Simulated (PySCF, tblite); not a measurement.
# C₁₃H₁₀S₂: electronic excitations, NMR shifts

Aim: compute the electronic excitations, NMR shifts of C₁₃H₁₀S₂ (`Cc1ccc2c(c1)Sc1ccccc1S2`).

Programs: tblite 0.8.0 and PySCF 2.14.0, with routines of our own; each step states its level. All values are computed. Atoms count from 0.

### Step 1. The starting structure

25 atoms, charge 0, multiplicity 1; geometry from: force field, distance geometry or constructed start.

### Step 2. Relaxing the molecule with GFN2-xTB

What the job is given:

```
{"job": {"kind": "relax", "xc": "GFN2-xTB", "basis": "xTB"}, "charge": 0, "multiplicity": 1}
C     -4.367900    -0.883800    -0.473500
C     -3.077400    -0.226700    -0.107800
C     -2.939100     1.158100    -0.127800
C     -1.744300     1.767400     0.246200
C     -0.652100     0.988100     0.674300
C     -0.780100    -0.406900     0.714000
C     -1.991300    -1.000800     0.335000
S      0.529100    -1.490700     1.275300
C      1.988000    -0.658300     0.677500
C      3.058700    -1.459000     0.268100
C      4.244400    -0.883900    -0.196300
C      4.368300     0.499500    -0.241400
C      3.306700     1.309200     0.177300
C      2.112900     0.739900     0.627700
S      0.824800     1.867400     1.159600
H     -4.202900    -1.869300    -0.905700
H     -5.002100    -0.992000     0.417000
H     -4.913200    -0.288800    -1.216200
H     -3.777300     1.787800    -0.441500
H     -1.666300     2.849100     0.225200
H     -2.099400    -2.081600     0.387400
H      2.983200    -2.541600     0.302900
H      5.074500    -1.511700    -0.504700
H      5.288900     0.950900    -0.596900
H      3.427600     2.392300     0.136000
```

The run is started by

```
$ OMP_NUM_THREADS=1 python large_run.py task.json out
```

The driver reads the jobs from task.json and runs them one after another.

What it wrote:

```text
step      E/eV     max force
  0   -1072.53632    0.800
  1   -1072.57677    0.455
  2   -1072.60343    0.319
  3   -1072.61601    0.172
  4   -1072.61909    0.120
  5   -1072.62224    0.117
  6   -1072.62563    0.187
  7   -1072.62917    0.184
  8   -1072.63149    0.101
  9   -1072.63279    0.079
 10   -1072.63376    0.066
 11   -1072.63474    0.083
 12   -1072.63554    0.058
 13   -1072.63602    0.040
 14   -1072.63633    0.042
 15   -1072.63666    0.063
 16   -1072.63703    0.062
 17   -1072.63734    0.037
 18   -1072.63756    0.029
 19   -1072.63773    0.036
 20   -1072.63791    0.044
 21   -1072.63809    0.035
 22   -1072.63822    0.026
 23   -1072.63830    0.020
 24   -1072.63836    0.016
```

Wall time 0.28 s (1 thread of Arm Neoverse V2, shared host).

Step by step:

| step | energy from step 0 (eV) | largest force (eV/Å) |
| --- | --- | --- |
| 0 | 0.0000 | 0.7998 |
| 1 | -0.0404 | 0.4544 |
| 2 | -0.0671 | 0.3187 |
| 3 | -0.0797 | 0.1720 |
| 4 | -0.0828 | 0.1194 |
| 5 | -0.0859 | 0.1172 |
| 6 | -0.0893 | 0.1872 |
| 7 | -0.0928 | 0.1843 |
| 8 | -0.0952 | 0.1008 |
| 9 | -0.0965 | 0.0786 |
| 10 | -0.0974 | 0.0657 |
| 11 | -0.0984 | 0.0828 |
| 12 | -0.0992 | 0.0576 |
| 13 | -0.0997 | 0.0404 |
| 14 | -0.1000 | 0.0412 |
| 15 | -0.1003 | 0.0632 |
| 16 | -0.1007 | 0.0620 |
| 17 | -0.1010 | 0.0367 |
| 18 | -0.1012 | 0.0288 |
| 20 | -0.1016 | 0.0432 |
| 21 | -0.1018 | 0.0347 |
| 22 | -0.1019 | 0.0256 |
| 23 | -0.1020 | 0.0206 |
| 24 | -0.1020 | 0.0161 |

Close pairs (by a distance rule), those that changed most:

| bond | before (Å) | after (Å) | change (Å) |
| --- | --- | --- | --- |
| C13–S14 | 1.793 | 1.772 | -0.021 |
| C3–C4 | 1.408 | 1.389 | -0.020 |
| C1–C6 | 1.405 | 1.387 | -0.019 |
| C11–C12 | 1.399 | 1.382 | -0.017 |
| C5–S7 | 1.790 | 1.774 | -0.016 |
| C8–C13 | 1.405 | 1.388 | -0.016 |
| C9–C10 | 1.397 | 1.382 | -0.015 |
| C2–H18 | 1.094 | 1.080 | -0.014 |

The next job starts from the end point, and lists it.

### Step 3. Electronic excitations: TDDFT BHandHLYP/6-31G*

What the job is given:

```
{"job": {"kind": "uv", "basis": "6-31G*", "grid": 1, "kgrid": 0, "vcut": null, "nstates": 8, "ntriplets": 3, "tda": false, "delta": ["ip_vertical", "ea_vertical", "triplet_vertical"], "pop": true, "xc": "BHandHLYP"}, "charge": 0, "multiplicity": 1}
C     -4.344540    -0.880478    -0.463239
C     -3.049967    -0.228188    -0.089042
C     -2.913008     1.155764    -0.119224
C     -1.720498     1.753370     0.236735
C     -0.645638     0.982980     0.660729
C     -0.773008    -0.398055     0.701798
C     -1.965473    -0.992803     0.313997
S      0.522697    -1.466361     1.272070
C      1.969652    -0.649059     0.656573
C      3.029021    -1.449365     0.247599
C      4.213017    -0.877989    -0.178533
C      4.337681     0.501808    -0.225660
C      3.277700     1.302358     0.155517
C      2.095123     0.733002     0.611398
S      0.823835     1.833525     1.170753
H     -4.175687    -1.871120    -0.877869
H     -4.973319    -0.987117     0.420954
H     -4.884108    -0.278370    -1.190188
H     -3.745399     1.770960    -0.427676
H     -1.610695     2.826618     0.205176
H     -2.041028    -2.069547     0.349971
H      2.915070    -2.521866     0.289683
H      5.036292    -1.509976    -0.474974
H      5.258285     0.955963    -0.559962
H      3.357434     2.378434     0.125250
```

Method: TDDFT BHandHLYP/6-31G*, vertical, gas phase, core orbitals frozen in the response.

What it wrote:

```text
start: PBE on a coarse grid of 22519 points
cycle   1  E = -1296.8206286172  dE =  2.458e+00  |g| = 6.997e-01  |ddm| = 5.744e+00
cycle   2  E = -1296.6202109762  dE =  2.004e-01  |g| = 1.087e+00  |ddm| = 2.173e+00
cycle   3  E = -1296.9293495494  dE = -3.091e-01  |g| = 3.046e-01  |ddm| = 1.715e+00
cycle   4  E = -1296.9583399513  dE = -2.899e-02  |g| = 9.132e-02  |ddm| = 5.170e-01
cycle   5  E = -1296.9603466176  dE = -2.007e-03  |g| = 3.288e-02  |ddm| = 1.621e-01
cycle   6  E = -1296.9606426134  dE = -2.960e-04  |g| = 7.065e-03  |ddm| = 4.956e-02
final grid: 97215 points
cycle   7  E = -1297.4352198534  dE = -2.397e-02  |g| = 6.366e-02  |ddm| = 8.725e-01
cycle   8  E = -1297.4359359947  dE = -7.161e-04  |g| = 5.149e-02  |ddm| = 1.836e-01
cycle   9  E = -1297.4366458554  dE = -7.099e-04  |g| = 1.128e-02  |ddm| = 8.181e-02
cycle  10  E = -1297.4366758693  dE = -3.001e-05  |g| = 7.140e-03  |ddm| = 2.324e-02
cycle  11  E = -1297.4366901119  dE = -1.424e-05  |g| = 1.229e-03  |ddm| = 1.012e-02
cycle  12  E = -1297.4366902204  dE = -1.085e-07  |g| = 3.599e-04  |ddm| = 2.545e-03
cycle  13  E = -1297.4366922508  dE = -2.030e-06  |g| = 1.270e-04  |ddm| = 7.229e-04
cycle  14  E = -1297.4366914987  dE =  7.521e-07  |g| = 4.309e-05  |ddm| = 2.644e-04
converged SCF energy = -1297.4366914987
Vertical ionisation energy (delta-SCF) = 7.2975 eV   <S^2> = 0.766
Vertical lowest triplet (delta-SCF) = 4.2199 eV   <S^2> = 2.030

Static polarisability (au): isotropic 160.178, principal 80.041 161.715 238.778

Singlet excitations
state   eV       nm        f      main configurations
  1   4.5924    270.0   0.00076   H->L 0.92
  2   5.0770    244.2   0.00548   H->L+1 0.76
  3   5.1810    239.3   0.00227   H->L+2 0.49, H-1->L 0.30
  4   5.3789    230.5   0.19154   H->L+4 0.55, H-1->L 0.17, H->L+2 0.14
  5   5.6002    221.4   0.05293   H->L+3 0.73, H-1->L+1 0.18
  6   5.9608    208.0   0.52539   H-1->L 0.38, H->L+4 0.33, H->L+2 0.23
  7   6.1267    202.4   0.06461   H-1->L+1 0.58, H->L+3 0.17, H-2->L 0.12
  8   6.1550    201.4   0.02441   H-1->L+4 0.28, H->L+6 0.20, H-1->L+3 0.15

Triplet excitations (Tamm-Dancoff, eV): 3.6403 3.7890 4.4204
```

Wall time 65 s (1 thread of Arm Neoverse V2, shared host); peak memory 0.61 GiB.

Frontier orbitals and where they lie:

```
orbital     eV                        atoms
 HOMO−4  -9.41   S14 40 %, S7 14 %, C13 8 %
 HOMO−3  -8.26   C12 14 %, C6 14 %, C3 14 %
 HOMO−2  -8.07  C10 16 %, C4 15 %, C13 15 %
 HOMO−1  -7.25   S7 21 %, S14 15 %, C6 13 %
   HOMO  -6.52    S14 26 %, S7 22 %, C4 8 %
   LUMO   0.59   C13 12 %, C5 12 %, C8 12 %
 LUMO+1   0.87   C9 15 %, C3 15 %, C12 15 %
 LUMO+2   1.11   C9 15 %, C12 15 %, C3 14 %
 LUMO+3   1.17   C1 13 %, C4 13 %, C11 11 %
```

With each of the 8 states as a Gaussian band of 0.4 eV half-width at 1/e, the curve within the window shown has maxima at 209 nm (ε 26,000) L/(mol cm). Beyond the last state computed it falls off for lack of states. The curve at chosen wavelengths:

nm, ε (L/mol/cm) and a bar:
```
      192       6548 ########
      197      13992 ################
      201      20377 ########################
      206      25505 ##############################
      211      25678 ##############################
      216      22345 ##########################
      220      19009 ######################
      225      15370 ##################
      230      12430 ###############
      234      10288 ############
      239       7693 #########
      244       5312 ######
      249       3371 ####
      253       2213 ###
      258       1231 #
      263        650 #
      268        334 
      272        196 
      277        103 
      282         57 
      286         37 
      291         22 
      296         14 
      301          9 
      305          6 
      310          4
```

Further results of this job:

```csv
property,computed
dipole moment (D),1.65
polarisability (Å³),23.74
HOMO–LUMO gap (eV),7.12
−ε(HOMO) (eV),6.52
```

### Step 4. NMR shifts: GIAO B97-D/pcSseg-1

The job, as its differences from that of step 3:

```diff
@@ -1,2 +1,2 @@
-{"job": {"kind": "uv", "basis": "6-31G*", "grid": 1, "kgrid": 0, "vcut": null, "nstates": 8, "ntriplets": 3, "tda": false, "delta": ["ip_vertical", "ea_vertical", "triplet_vertical"], "pop": true, "xc": "BHandHLYP"}, "charge": 0, "multiplicity": 1}
+{"job": {"kind": "nmr", "basis": "pcSseg-1", "pop": false, "xc": "B97-D"}, "charge": 0, "multiplicity": 1}
 C     -4.344540    -0.880478    -0.463239
```

With the program's defaults for keys left out, this is: GIAO B97-D/pcSseg-1 NMR shielding, non-relativistic, gas phase.

What it wrote:

```text
start: PBE on a coarse grid of 22519 points
cycle   1  E = -1296.4694134301  dE =  2.429e+00  |g| = 6.935e-01  |ddm| = 5.713e+00
cycle   2  E = -1296.2541821054  dE =  2.152e-01  |g| = 1.114e+00  |ddm| = 2.019e+00
cycle   3  E = -1296.5722813132  dE = -3.181e-01  |g| = 3.011e-01  |ddm| = 1.657e+00
cycle   4  E = -1296.5995484539  dE = -2.727e-02  |g| = 9.200e-02  |ddm| = 5.529e-01
cycle   5  E = -1296.6014948190  dE = -1.946e-03  |g| = 3.792e-02  |ddm| = 1.867e-01
cycle   6  E = -1296.6018344272  dE = -3.396e-04  |g| = 6.694e-03  |ddm| = 5.034e-02
final grid: 203507 points
cycle   7  E = -1297.3066198382  dE = -2.771e-03  |g| = 1.026e-01  |ddm| = 3.049e-01
cycle   8  E = -1297.3043845341  dE =  2.235e-03  |g| = 1.221e-01  |ddm| = 2.611e-01
cycle   9  E = -1297.3074755894  dE = -3.091e-03  |g| = 3.680e-02  |ddm| = 2.167e-01
cycle  10  E = -1297.3078708864  dE = -3.953e-04  |g| = 5.379e-03  |ddm| = 5.837e-02
cycle  11  E = -1297.3078791630  dE = -8.277e-06  |g| = 2.081e-03  |ddm| = 7.548e-03
cycle  12  E = -1297.3078819385  dE = -2.776e-06  |g| = 4.719e-04  |ddm| = 3.826e-03
cycle  13  E = -1297.3078782097  dE =  3.729e-06  |g| = 2.381e-04  |ddm| = 1.021e-03
cycle  14  E = -1297.3078793150  dE = -1.105e-06  |g| = 7.802e-05  |ddm| = 3.739e-04
converged SCF energy = -1297.3078793150

GIAO shielding tensors (ppm)
atom      isotropic    diamagn.    paramagn.     s11        s22        s33       span
  0 C      157.678     242.952     -85.274    136.771    151.754    184.509     47.738
  1 C       45.072     263.699    -218.627    -48.856     16.497    167.576    216.432
  2 C       55.242     251.981    -196.739    -41.730     51.293    156.163    197.893
  3 C       55.151     251.081    -195.930    -39.459     51.139    153.772    193.231
  4 C       48.273     260.808    -212.535    -34.161     42.086    136.893    171.054
  5 C       45.061     260.880    -215.819    -38.450     38.488    135.145    173.596
  6 C       54.792     252.035    -197.243    -34.794     57.752    141.418    176.212
  7 S      362.725    1060.478    -697.753    171.091    396.779    520.305    349.214
  8 C       44.582     260.275    -215.693    -39.768     36.589    136.926    176.695
  9 C       55.094     248.287    -193.193    -40.505     50.457    155.330    195.835
 10 C       56.178     252.444    -196.265    -46.112     45.532    169.116    215.228
 11 C       56.061     252.528    -196.467    -46.267     45.423    169.027    215.294
 12 C       55.044     247.722    -192.678    -40.450     50.400    155.181    195.631
 13 C       44.510     259.725    -215.215    -39.590     36.036    137.084    176.674
 14 S      365.327    1059.835    -694.508    172.274    399.202    524.507    352.233
 15 H       29.539      28.400       1.140     24.561     29.549     34.508      9.947
 16 H       29.152      24.716       4.436     25.934     26.272     35.250      9.316
 17 H       29.618      26.830       2.788     24.819     28.926     35.111     10.292
 18 H       24.832      32.164      -7.332     21.278     24.804     28.413      7.135
 19 H       24.611      32.894      -8.283     19.893     24.158     29.783      9.890
 20 H       24.656      35.671     -11.015     19.548     23.232     31.187     11.639
 21 H       24.526      32.685      -8.159     19.845     23.782     29.951     10.106
 22 H       24.700      27.908      -3.208     21.376     25.607     27.117      5.741
 23 H       24.694      27.603      -2.909     21.375     25.617     27.089      5.714
 24 H       24.524      32.173      -7.649     19.843     23.797     29.934     10.090
```

Wall time 17 s (1 thread of Arm Neoverse V2, shared host); peak memory 0.57 GiB.

Shifts follow as δ = σ(reference) − σ, with reference shieldings (ppm) from runs at the same level and on the same kind of geometry: ¹H TMS 31.85, ¹³C TMS 181.8. The references are single molecules in the gas phase. Atoms listed in one row are averaged.

| atoms | environment | σ (ppm) | δ (ppm) |
| --- | --- | --- | --- |
| C13 | aromatic carbon bearing sulfur | 44.5 | 137.3 |
| C8 | aromatic carbon bearing sulfur | 44.6 | 137.2 |
| C5 | aromatic carbon bearing sulfur | 45.1 | 136.7 |
| C1 | substituted aromatic carbon | 45.1 | 136.7 |
| C4 | aromatic carbon bearing sulfur | 48.3 | 133.5 |
| C6 | aromatic CH | 54.8 | 127.0 |
| C12 | aromatic CH | 55.0 | 126.7 |
| C9 | aromatic CH | 55.1 | 126.7 |
| C3 | aromatic CH | 55.2 | 126.6 |
| C2 | aromatic CH | 55.2 | 126.5 |
| C11 | aromatic CH | 56.1 | 125.7 |
| C10 | aromatic CH | 56.2 | 125.6 |
| C0 | methyl carbon on an aromatic ring | 157.7 | 24.1 |
| H24 | hydrogen on an aromatic CH | 24.52 | 7.32 |
| H21 | hydrogen on an aromatic CH | 24.53 | 7.32 |
| H19 | hydrogen on an aromatic CH | 24.61 | 7.24 |
| H20 | hydrogen on an aromatic CH | 24.66 | 7.19 |
| H23 | hydrogen on an aromatic CH | 24.69 | 7.16 |
| H22 | hydrogen on an aromatic CH | 24.70 | 7.15 |
| H18 | hydrogen on an aromatic CH | 24.83 | 7.02 |
| H15, H16, H17 | hydrogen on a methyl carbon on an aromatic ring | 29.44 | 2.41 |
| S7 | sulfide sulfur | 363 | – |
| S14 | sulfide sulfur | 365 | – |

Ring of atoms C1, C2, C3, C4, C5, C6: NICS(0) -7.2, NICS(1) -9.5, NICS(1)zz -22.0 ppm (means of both faces).

Ring of atoms C4, C5, S7, C8, C13, S14: NICS(0) -1.7, NICS(1) -2.4, NICS(1)zz 4.4 ppm (means of both faces).

Ring of atoms C8, C9, C10, C11, C12, C13: NICS(0) -7.2, NICS(1) -9.7, NICS(1)zz -23.0 ppm (means of both faces).

### Step 5. Results

```
                                                               quantity                                                                                         value
                                      lowest singlet (BHandHLYP/6-31G*)                                                                   4.59 eV (270 nm), f = 0.001
                               brightest single state of those computed                                                                   state 6, 5.96 eV, f = 0.525
                                                         lowest triplet                                                                                       3.64 eV
                                      vertical ionisation energy (ΔSCF)                                                                                       7.30 eV
                                ¹³C shifts against TMS (B97-D/pcSseg-1)  137.3, 137.2, 136.7, 136.7, 133.5, 127.0, 126.7, 126.7, 126.6, 126.5, 125.7, 125.6, 24.1 ppm
¹H shifts against TMS (B97-D/pcSseg-1, means over atoms taken as alike)                                            7.32, 7.32, 7.24, 7.19, 7.16, 7.15, 7.02, 2.41 ppm
                                       shieldings of S (B97-D/pcSseg-1)                                                                       S7 362.7, S14 365.3 ppm
```

In words: The lowest singlet, at 4.59 eV, is HOMO→LUMO 0.92 and is dark; of the 8 states computed, the strongest absorption comes from state 6 at 5.96 eV. The lowest triplet lies 0.95 eV below the lowest singlet (triplets in Tamm-Dancoff, singlets in full TDDFT). The orbital energy would give 6.52 eV for ionisation, ΔSCF gives 7.30 eV. NICS(1)zz of -22 ppm above the planar ring from C1 marks a diatropic (aromatic) ring current. NICS(1)zz of -23 ppm above the planar ring from C8 marks a diatropic (aromatic) ring current.
